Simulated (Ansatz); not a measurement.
# Mo: the cost of one run

Method: DFT LDA, scalar-relativistic, plane waves, PAW, in Ansatz 0.2.0.

2 further runs of the same task are left out: 2 set aside as unsound or not needed.

### Step 1. The structure to begin with

It takes space group Im-3m (No. 229, cubic). The conventional cell has a = 3.111 Å, b = 3.111 Å, c = 3.111 Å, α = 90.00°, β = 90.00°, γ = 90.00°. Mo (site symmetry m-3m) has 8 Mo at 2.69 Å as nearest neighbours.

As a file:

```cif
data_structure
_symmetry_space_group_name_H-M 'Im-3m'
_symmetry_Int_Tables_number 229
_cell_length_a 3.1113
_cell_length_b 3.1113
_cell_length_c 3.1113
_cell_angle_alpha 90.000
_cell_angle_beta 90.000
_cell_angle_gamma 90.000
_cell_volume 30.12
loop_
_atom_site_label
_atom_site_type_symbol
_atom_site_symmetry_multiplicity
_atom_site_Wyckoff_symbol
_atom_site_fract_x
_atom_site_fract_y
_atom_site_fract_z
_atom_site_occupancy
Mo1 Mo 2 a 0.00000 0.00000 0.00000 1
```

It is the result of an earlier relaxation at this level (volume 15.06 Å³/atom; gap on the mesh: none (metal)).

### Step 2. The slab

Planes are indexed in the bulk's conventional cell (Im-3m (No. 229)), a = 3.111 Å, b = 3.111 Å, c = 3.111 Å, α = 90.00°, β = 90.00°, γ = 90.00°.

A (100) slab, 6.2 Å thick as cut, with 17 Å of vacuum; its outer planes are Mo (top) and Mo (bottom).

The slab as cut. Its planes from the bottom up:

| plane | atoms per cell | height over the lowest (Å) |
| --- | --- | --- |
| 1 | Mo2 | 0.00 |
| 2 | Mo2 | 1.56 |
| 3 | Mo2 | 3.11 |
| 4 | Mo2 | 4.67 |
| 5 | Mo2 | 6.22 |

### Step 3. The clean surface, relaxed

input.yaml

```yaml
crystal:
  lattice:
    - [4.4000774537, 0.0, 0.0]
    - [0.0, 4.4000774537, 0.0]
    - [0.0, 0.0, 23.2226492105]
  atoms:
    - { symbol: Mo, position: [0.0, 0.5, 0.3660219781] }
    - { symbol: Mo, position: [0.5, 0.0, 0.3660219781] }
    - { symbol: Mo, position: [0.0, 0.0, 0.433010989] }
    - { symbol: Mo, position: [0.5, 0.5, 0.433010989] }
    - { symbol: Mo, position: [0.0, 0.5, 0.5] }
    - { symbol: Mo, position: [0.5, 0.0, 0.5] }
    - { symbol: Mo, position: [0.0, 0.0, 0.566989011] }
    - { symbol: Mo, position: [0.5, 0.5, 0.566989011] }
    - { symbol: Mo, position: [0.0, 0.5, 0.6339780219] }
    - { symbol: Mo, position: [0.5, 0.0, 0.6339780219] }
basis:
  ecutwfc: 420
kpoints:
  mp_grid: { grid: [7, 7, 1] }
hamiltonian:
  xc: lda
scf:
  occupations: { method: gaussian, width: 0.1 }
output:
  forces: true
  eigenvalues: true
  write_density: true
  write_potential: true
  elf: true
  volumetric_format: npy
relax:
  adjacent_minimum: "off"
  f_tol: 0.03
  max_steps: 70
  constraints: [{ sites: [0, 1, 2, 3] }]
efield:
  axis: 3
  dipole_correction: true
```

Run with:

```sh
$ ansatz run input.yaml --threads 2 --pin off --max-ram 5120MiB --backend cpu --events-out ev --progress --plain --runs-dir out
```

**Question.** How long does this run take on 2 threads of Intel Xeon Platinum 8488C (Sapphire Rapids), shared host, and how much memory does it need?

About 93 s, with a peak of 0.84 GiB.
